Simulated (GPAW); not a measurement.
# CsLiCr2Te2S3 (Cm) in GPAW: further runs, part 2 of 2

GPAW 26.7.0. Earlier steps stand in the parts before.

**3. Band structure, PBE+U, collinear spin, ferromagnetic start**

run.py reads:

```python
from ase import Atoms
from ase.dft.bandgap import bandgap
from ase.io import write
from ase.units import GPa
from ase.parallel import parprint
from gpaw import GPAW, PW

atoms = Atoms(['Cs', 'Li', 'Cr', 'Cr', 'Te', 'Te', 'S', 'S', 'S'],
              cell=[[3.42162, -5.18069, 0.00784],
                    [3.42162, 5.18069, 0.00784],
                    [-2.90411, 0.0, 7.43093]],
              scaled_positions=[[0.09374, 0.09374, 0.00853],
                                [0.58875, 0.58875, 0.55336],
                                [0.05646, 0.46755, 0.5579],
                                [0.46755, 0.05646, 0.5579],
                                [0.56486, 0.87357, 0.29035],
                                [0.87357, 0.56486, 0.29035],
                                [0.81151, 0.39697, 0.73347],
                                [0.39697, 0.81151, 0.73347],
                                [0.21404, 0.21404, 0.48371]],
              pbc=True)
atoms.set_initial_magnetic_moments([0.0, 0.0, 3.0, 3.0, 0.0, 0.0, 0.0, 0.0, 0.0])

calc = GPAW(mode=PW(800),
            xc='PBE',
            kpts={'size': (4, 4, 3), 'gamma': True},
            occupations={'name': 'fermi-dirac', 'width': 0.05},
            setups={'Cr': ':d,4.0'},
            nbands=49,
            convergence={'density': 1e-05, 'energy': 1e-05},
            maxiter=150,
            txt='gpaw.txt')
atoms.calc = calc
energy = atoms.get_potential_energy()
forces = atoms.get_forces()
stress = atoms.get_stress()
calc.write('gs.gpw')
write('result.traj', atoms)
parprint(f'Energy: {energy:.6f} eV')
parprint('Forces (eV/A):')
parprint(forces.round(4))
parprint('Stress (GPa):', (stress / GPa).round(3))
parprint('Moments:', calc.get_magnetic_moments().round(3))
parprint('Fermi level:', round(calc.get_fermi_level(), 4), 'eV')
parprint(f'Gap: {bandgap(calc)[0]:.4f} eV, direct: {bandgap(calc, direct=True)[0]:.4f} eV')

path = atoms.cell.bandpath('GYFHZIF1,H1Y1XGN,MG', npoints=80, eps=1e-4)
bs_calc = calc.fixed_density(kpts=path, symmetry='off', nbands=88,
                             convergence={'bands': 'CBM+6.0', 'eigenstates': 1e-6}, txt='bands.txt')
bs = bs_calc.band_structure()
bs.write('bs.json')
parprint(f'Gap on the path: {bandgap(bs_calc)[0]:.4f} eV')
```

Potentials or basis: GPAW PAW data sets (gpaw-data 1.2.1), pw.

Launch:

```sh
$ OMP_NUM_THREADS=1 mpirun -n 8 gpaw python run.py
```

Run time: 7.8 min. Hardware: 8 MPI ranks of Intel Xeon Platinum 8488C (Sapphire Rapids), shared host; peak memory 0.97 GiB.

The run converged. Its results:

```
Free energy             : -41.3860 eV
Pressure                : 4.3 GPa
Largest force           : 2.155 eV/Å
Band gap along the path : none (metal or under the smearing width)
Net moment              : 5.85 μB per cell
Site moments            : Cs -0.00; Li +0.00; Cr +3.19; Te -0.10; S -0.17, -0.19 μB
```

Forces in eV/Å, atoms in the order of the input:
```
Cs  -0.020  0.000 -0.122
Li  -0.086  0.000  0.216
Cr  -0.378 -0.196  0.404
Cr  -0.378  0.196  0.404
Te   0.305 -1.642 -1.361
Te   0.305  1.642 -1.361
S    0.123  0.532  1.179
S    0.123 -0.532  1.179
S    0.006  0.000 -0.537
```

Stress tensor (GPa, compression positive):
```
 3.48  0.00 -0.54
 0.00  3.92  0.00
-0.54  0.00  5.51
```

Levels at the corners of the path, in eV from the Fermi level:
Spin up:
```
point  band 25  band 26  band 27  band 28  band 29  band 30  band 31  band 32  band 33  band 34
    Γ    -1.76    -1.47    -0.99    -0.65    -0.22     0.10     0.93     1.02     1.74     2.16
    Y    -1.69    -0.97    -0.71    -0.32     0.12     0.72     0.76     1.09     1.17     1.54
    F    -1.37    -0.99    -0.63    -0.30     0.04     0.51     0.54     0.98     1.07     1.71
    H    -1.75    -1.02    -0.85    -0.36     0.02     0.68     0.70     1.16     1.29     1.45
    Z    -1.76    -1.60    -1.01    -0.63    -0.26    -0.03     0.54     0.83     1.69     2.15
    I    -1.03    -1.00    -0.85    -0.27     0.12     0.51     0.59     0.90     0.91     1.89
   F1    -1.37    -0.99    -0.63    -0.30     0.04     0.51     0.54     0.98     1.07     1.71
   H1    -1.75    -1.02    -0.85    -0.36     0.02     0.68     0.70     1.16     1.29     1.45
   Y1    -1.69    -0.97    -0.71    -0.32     0.12     0.72     0.76     1.09     1.17     1.54
    X    -1.13    -1.05    -0.91    -0.35     0.37     0.67     0.82     0.92     1.04     1.90
    Γ    -1.76    -1.47    -0.99    -0.65    -0.22     0.10     0.93     1.02     1.74     2.16
    N    -1.53    -1.14    -0.50    -0.26    -0.07     0.32     0.66     0.92     1.27     1.42
    M    -1.49    -1.19    -0.65    -0.30    -0.18     0.25     0.69     0.85     1.11     1.54
    Γ    -1.76    -1.47    -0.99    -0.65    -0.22     0.10     0.93     1.02     1.74     2.16
```
Spin down:
```
point  band 21  band 22  band 23  band 24  band 25  band 26
    Γ    -1.49    -1.15    -0.29    -0.03     2.80     2.90
    Y    -1.20    -0.97    -0.66     0.39     2.80     3.11
    F    -1.53    -0.94    -0.42     0.33     2.95     3.21
    H    -1.16    -0.93    -0.83     0.37     2.80     3.05
    Z    -1.70    -1.12    -0.34    -0.01     2.87     3.02
    I    -1.58    -0.90    -0.17     0.17     2.95     3.24
   F1    -1.53    -0.94    -0.42     0.33     2.95     3.21
   H1    -1.16    -0.93    -0.83     0.37     2.80     3.05
   Y1    -1.20    -0.97    -0.66     0.39     2.80     3.11
    X    -1.16    -0.98    -0.18     0.12     2.94     3.26
    Γ    -1.49    -1.15    -0.29    -0.03     2.80     2.90
    N    -1.14    -1.02    -0.65     0.30     2.81     2.98
    M    -1.29    -1.07    -0.66     0.21     2.85     3.04
    Γ    -1.49    -1.15    -0.29    -0.03     2.80     2.90
```

Caveat: spin-orbit coupling is left out, which moves the levels of the heavy elements; only a ferromagnetic start was run, and an antiferromagnetic order may lie lower in energy; forces of over 1 eV/Å show positions far from the minimum, so gaps and moduli don't describe the material at rest.

**4. Band structure, PBE+U, collinear spin, ferromagnetic start**

run.py: that of step 3 with these lines changed.

```diff
@@ -27,3 +27,3 @@
             occupations={'name': 'fermi-dirac', 'width': 0.05},
-            setups={'Cr': ':d,4.0'},
+            setups={'Cr': ':d,6.0'},
             nbands=49,
```

Launch:

```sh
$ OMP_NUM_THREADS=1 mpirun -n 8 gpaw python run.py
```

Wall time 8.7 min (8 MPI ranks of Intel Xeon Platinum 8488C (Sapphire Rapids), shared host); peak memory 0.98 GiB.

Results (log left out):

| Quantity | Value |
| --- | --- |
| Free energy | -40.4273 eV |
| Pressure | 6.2 GPa |
| Largest force | 2.734 eV/Å |
| Band gap along the path | none (metal or under the smearing width) |
| Net moment | 6.02 μB per cell |
| Site moments | Cs -0.00; Li -0.00; Cr +3.37; Te -0.11; S -0.19, -0.21 μB |

Forces in eV/Å, atoms in the order of the input:
```
Cs  -0.025  0.000 -0.165
Li  -0.119  0.000  0.278
Cr  -0.512 -0.051  0.492
Cr  -0.512  0.051  0.492
Te   0.357 -2.038 -1.786
Te   0.357  2.038 -1.786
S    0.228  0.788  1.738
S    0.228 -0.788  1.738
S   -0.002  0.000 -0.999
```

Stress tensor (GPa, compression positive):
```
 5.29  0.00 -0.51
 0.00  5.66  0.00
-0.51  0.00  7.55
```

Levels at the corners of the path, in eV from the Fermi level:
Spin up:
| point | band 26 | band 27 | band 28 | band 29 | band 30 | band 31 | band 32 | band 33 |
| --- | --- | --- | --- | --- | --- | --- | --- | --- |
| Γ | -1.35 | -1.04 | -0.80 | -0.10 | 0.09 | 0.69 | 1.40 | 1.94 |
| Y | -0.99 | -0.66 | -0.28 | 0.15 | 0.44 | 0.57 | 1.09 | 1.97 |
| F | -1.03 | -0.60 | -0.28 | -0.06 | 0.23 | 0.38 | 1.00 | 1.90 |
| H | -1.07 | -0.76 | -0.33 | 0.08 | 0.35 | 0.51 | 1.19 | 2.11 |
| Z | -1.54 | -1.08 | -0.85 | -0.17 | 0.02 | 0.16 | 1.37 | 1.83 |
| I | -1.04 | -0.81 | -0.26 | -0.04 | 0.20 | 0.56 | 0.81 | 1.85 |
| F1 | -1.03 | -0.60 | -0.28 | -0.06 | 0.23 | 0.38 | 1.00 | 1.90 |
| H1 | -1.07 | -0.76 | -0.33 | 0.08 | 0.35 | 0.51 | 1.19 | 2.11 |
| Y1 | -0.99 | -0.66 | -0.28 | 0.15 | 0.44 | 0.57 | 1.09 | 1.97 |
| X | -1.17 | -0.83 | -0.28 | 0.35 | 0.36 | 0.78 | 0.86 | 1.86 |
| Γ | -1.35 | -1.04 | -0.80 | -0.10 | 0.09 | 0.69 | 1.40 | 1.94 |
| N | -1.06 | -0.50 | -0.24 | -0.15 | 0.14 | 0.64 | 0.85 | 1.89 |
| M | -1.09 | -0.60 | -0.45 | -0.24 | 0.12 | 0.49 | 0.71 | 1.91 |
| Γ | -1.35 | -1.04 | -0.80 | -0.10 | 0.09 | 0.69 | 1.40 | 1.94 |
Spin down:
| point | band 20 | band 21 | band 22 | band 23 | band 24 | band 25 | band 26 | band 27 |
| --- | --- | --- | --- | --- | --- | --- | --- | --- |
| Γ | -1.38 | -1.29 | -0.98 | -0.19 | 0.12 | 3.30 | 3.40 | 3.85 |
| Y | -1.24 | -0.98 | -0.81 | -0.56 | 0.48 | 3.40 | 3.80 | 3.82 |
| F | -1.48 | -1.34 | -0.79 | -0.33 | 0.41 | 3.59 | 3.99 | 4.20 |
| H | -1.51 | -0.99 | -0.78 | -0.68 | 0.47 | 3.37 | 3.73 | 3.84 |
| Z | -1.59 | -1.47 | -0.94 | -0.24 | 0.13 | 3.45 | 3.69 | 4.37 |
| I | -1.58 | -1.43 | -0.75 | -0.07 | 0.23 | 3.56 | 4.01 | 4.24 |
| F1 | -1.48 | -1.34 | -0.79 | -0.33 | 0.41 | 3.59 | 3.99 | 4.20 |
| H1 | -1.51 | -0.99 | -0.78 | -0.68 | 0.47 | 3.37 | 3.73 | 3.84 |
| Y1 | -1.24 | -0.98 | -0.81 | -0.56 | 0.48 | 3.40 | 3.80 | 3.82 |
| X | -1.53 | -0.93 | -0.83 | -0.08 | 0.18 | 3.58 | 4.04 | 4.10 |
| Γ | -1.38 | -1.29 | -0.98 | -0.19 | 0.12 | 3.30 | 3.40 | 3.85 |
| N | -1.39 | -0.99 | -0.83 | -0.55 | 0.37 | 3.45 | 3.73 | 3.81 |
| M | -1.51 | -1.15 | -0.90 | -0.56 | 0.30 | 3.49 | 3.84 | 3.90 |
| Γ | -1.38 | -1.29 | -0.98 | -0.19 | 0.12 | 3.30 | 3.40 | 3.85 |

Caveat: spin-orbit coupling is left out, which moves the levels of the heavy elements; only a ferromagnetic start was run, and an antiferromagnetic order may lie lower in energy; forces of over 1 eV/Å show positions far from the minimum, so gaps and moduli don't describe the material at rest.

**5. The reference run**

An earlier run on the cell as given: functional PBE; potentials or basis GPAW PAW data sets (gpaw-data 1.2.1); cutoff 800 eV; basis pw; k mesh 5 × 5 × 4; occupations fermi-dirac, width 0.05 eV; collinear spin, ferromagnetic start; starting moments [0.0, 0.0, 3.0, 3.0, 0.0, 0.0, 0.0, 0.0, 0.0] μB.

* Pressure: 0.2 GPa
* Largest force: 0.109 eV/Å
* Band gap on the k mesh: none (metal or under the smearing width)
* Net moment: 4.02 μB per cell
* Site moments: Cs -0.00; Li +0.00; Cr +2.19; Te -0.16; S -0.07 μB

**6. The runs side by side**

| task | level | spin | U | k mesh | band path | band points | spin axis theta (degrees) | spin axis phi (degrees) | soc after scf | pressure (GPa) | moment (μB) | largest force (eV/Å) |
| --- | --- | --- | --- | --- | --- | --- | --- | --- | --- | --- | --- | --- |
| band structure | PBE | collinear, ferromagnetic start, SOC | - | 5 × 5 × 4 | GYFHZIF1,H1Y1XGN,MG | 100 | 0 | 0 | second variation | 0.2 | 4.02 | 0.11 |
| band structure | PBE+U | collinear, ferromagnetic start | Cr d U = 4 eV | 4 × 4 × 3 | GYFHZIF1,H1Y1XGN,MG | 80 | - | - | - | 4.3 | 5.85 | 2.15 |
| band structure | PBE+U | collinear, ferromagnetic start | Cr d U = 6 eV | 4 × 4 × 3 | GYFHZIF1,H1Y1XGN,MG | 80 | - | - | - | 6.2 | 6.02 | 2.73 |
| single point | PBE | collinear, ferromagnetic start | - | 5 × 5 × 4 | - | - | - | - | - | 0.2 | 4.02 | 0.11 |

Alike in all rows: potentials or basis GPAW PAW data sets (gpaw-data 1.2.1), pw; cell as given; cutoff (eV) 800; smearing fermi-dirac 0.05 eV.

The pressure there spans 0.2 GPa (PBE) to 6.2 GPa (PBE+U); a positive pressure means that this level wants a larger cell, a negative one a smaller.

Caveats: spin-orbit coupling is left out, which moves the levels of the heavy elements (some runs); forces of over 1 eV/Å show positions far from the minimum, so gaps and moduli don't describe the material at rest (some runs); spin-orbit coupling was added after a scalar SCF, so levels and gaps hold it while energy, forces, pressure and moments don't (some runs); this program's spin-orbit splittings come out too wide for heavy elements (some runs).

Total energies depend on the potentials used, so only differences within one code and one set of settings carry meaning.
